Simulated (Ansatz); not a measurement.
**UMP2/aug-cc-pVDZ run of GeSiH5 (SMILES [SiH2][GeH3])**

Aim: the electronic atomisation energy of GeSiH5 at UMP2/aug-cc-pVDZ, from 4 runs. 

The results are computed with Ansatz 0.2.0.

27 further runs of the same task are left out: 27 set aside as unsound or not needed.

### Step 1. The molecule

GeSiH5: 7 atoms, total charge 0, spin state doublet. As SMILES, `[SiH2][GeH3]`. The coordinates come from a PBE0-D4/def2-TZVP relaxation.

Bond lengths: Si1–Ge2 2.370 Å, Si1–H3 1.489 Å, Si1–H4 1.489 Å, Ge2–H5 1.537 Å, Ge2–H6 1.541 Å, Ge2–H7 1.537 Å. Angles: Si1–Ge2–H5 109.6°, Si1–Ge2–H6 112.0°, Si1–Ge2–H7 109.7°, Ge2–Si1–H3 113.4°, Ge2–Si1–H4 113.3°, H5–Ge2–H6 108.4°, H5–Ge2–H7 108.7°, H6–Ge2–H7 108.4°, H3–Si1–H4 109.6°.

### Step 2. The energy at UMP2/aug-cc-pVDZ

File molecule.yaml:

```yaml
crystal:
  periodic: [false, false, false]
  atoms:
    - symbol: Si
      position_ang: [-0.094700, -1.423600, -0.163400]
    - symbol: Ge
      position_ang: [0.288700, 0.914700, -0.097700]
    - symbol: H
      position_ang: [0.173200, -2.103400, 1.133900]
    - symbol: H
      position_ang: [-1.456400, -1.784700, -0.645400]
    - symbol: H
      position_ang: [0.037100, 1.517100, -1.489000]
    - symbol: H
      position_ang: [-0.633800, 1.622900, 0.913200]
    - symbol: H
      position_ang: [1.746900, 1.189100, 0.302700]
basis:
  gaussian: {orbitals: aug-cc-pVDZ}
magnetization: {spin_polarized: true, initial_magnetization: 1}
correlation: {method: mp2, frozen_orbitals: {Ge: 9, H: 0, Si: 5}}
accuracy: high
```

On the command line:

```bash
ansatz run molecule.yaml --threads 1 --pin off --max-ram 3480MiB --events-out events.jsonl --progress --plain --runs-dir runs
```

What it wrote:

```text
Warning: RAYON_NUM_THREADS=1 ignored (pool sized by the plan → 1); use --threads N
Functional definition: HF
  name "HF"
  exchange = exact_x
  correlation = 0
2189 factors; integrals over basis functions are off by at most 4.4e-9 eV
mean field evaluation 1: about -64411.7436 eV, gradient 8.8e0 eV
mean field evaluation 2: about -64411.7499 eV, gradient 8.8e0 eV
mean field evaluation 4: about -64412.9374 eV, gradient 6.6e-1 eV
mean field evaluation 8: about -64412.9494 eV, gradient 4.5e-2 eV
mean field -64412.94947002 eV, -2367.1322323581 hartree, gradient 1.3e-8 eV, S^2 0.757892; 0 other end points of the search recorded, 0 dependent functions left out
14 core orbitals not correlated: weight in the atoms' cores, before any rotation towards them, 1.000 or more for the frozen orbitals, at most 0.000 for the correlated occupied ones
reference -64412.94947002 eV, -2367.1322323581 hartree; 12, 11 occupied and 82, 83 virtual orbitals, 2189 factors
second order -6.02289041 eV of doubles, -0.00000000 eV of singles
Total energy: -64418.97236043 eV, -2367.3535694982 hartree
```

Run time: 8.7 s. Hardware: 1 thread of Arm Neoverse V1, shared host; peak memory 0.44 GiB.

### Step 3. The Ge atom

File run.yaml:

```yaml
crystal:
  periodic: [false, false, false]
  atoms:
    - {symbol: Ge, position_ang: [0.000000, 0.000000, 0.000000]}
basis:
  gaussian: {orbitals: aug-cc-pVDZ}
magnetization: {spin_polarized: true, initial_magnetization: 2}
correlation: {method: mp2, frozen_orbitals: {Ge: 9}}
accuracy: high
```

Run the same way, it converges to -2075.35119 Eh (log not shown).

### Step 4. The H atom: a single-point energy at UHF/aug-cc-pVDZ

File in.yaml:

```yaml
crystal:
  periodic: [false, false, false]
  atoms:
    - {symbol: H, position_ang: [0.000000, 0.000000, 0.000000]}
basis:
  gaussian:
    orbitals: aug-cc-pVDZ
magnetization:
  spin_polarized: true
  initial_magnetization: 1
hamiltonian:
  xc: hf
accuracy: high
```

Run the same way, it converges to -0.49933 Eh (log not shown).

### Step 5. The Si atom

File in.yaml:

```yaml
basis:
  gaussian:
    orbitals: aug-cc-pVDZ
crystal:
  periodic: [false, false, false]
  atoms:
    - {symbol: Si, position_ang: [0.000000, 0.000000, 0.000000]}
magnetization:
  spin_polarized: true
  initial_magnetization: 2
correlation:
  method: mp2
  frozen_orbitals: {Si: 5}
accuracy: high
```

On the command line:

```bash
ansatz run in.yaml --threads 1 --pin off --max-ram 3480MiB --events-out events.jsonl --progress --plain --runs-dir runs
```

What it wrote:

```text
Warning: RAYON_NUM_THREADS=1 ignored (pool sized by the plan → 1); use --threads N
Functional definition: HF
  name "HF"
  exchange = exact_x
  correlation = 0
231 factors; integrals over basis functions are off by at most 3.2e-9 eV
mean field evaluation 1: about -7859.7968 eV, gradient 3.7e0 eV
mean field evaluation 2: about -7859.7975 eV, gradient 3.7e0 eV
mean field evaluation 4: about -7860.0344 eV, gradient 1.4e-1 eV
mean field evaluation 8: about -7860.0344 eV, gradient 5.2e-9 eV
mean field evaluation 16: about -7860.0344 eV, gradient 9.1e-6 eV
mean field evaluation 32: about -7860.0337 eV, gradient 2.0e-1 eV
mean field -7860.03439494 eV, -288.8509362913 hartree, gradient 3.0e-8 eV, S^2 2.013621; 3 other end points of the search recorded, 0 dependent functions left out
5 core orbitals not correlated: weight in the atoms' cores, before any rotation towards them, 1.000 or more for the frozen orbitals, at most 0.000 for the correlated occupied ones
reference -7860.03439494 eV, -288.8509362913 hartree; 3, 1 occupied and 19, 21 virtual orbitals, 231 factors
second order -1.26625403 eV of doubles, -0.00000000 eV of singles
Total energy: -7861.30064897 eV, -288.8974702686 hartree
```

Run time: 0.14 s. Hardware: 1 thread of Arm Neoverse V1, shared host.

### Step 6. Outcome

At UMP2/aug-cc-pVDZ, 14 core orbitals frozen:

```
                                              quantity           value
                                molecule: total energy  -2367.35357 Eh
molecule: correlation energy (14 core orbitals frozen)      -221.3 mEh
           molecule: ⟨S²⟩ of the reference determinant           0.758
                                 Ge atom: total energy  -2075.35119 Eh
  Ge atom: correlation energy (9 core orbitals frozen)       -58.4 mEh
            Ge atom: ⟨S²⟩ of the reference determinant           2.011
                                  H atom: total energy     -0.49933 Eh
                                          H atom: ⟨S²⟩           0.750
                                 Si atom: total energy   -288.89747 Eh
  Si atom: correlation energy (5 core orbitals frozen)       -46.5 mEh
            Si atom: ⟨S²⟩ of the reference determinant           2.014
                         electronic atomisation energy       16.551 eV
```

**Reading.** Taking the molecule apart into free atoms costs 16.55 eV (382 kcal/mol), before zero-point energy and without spin-orbit coupling.
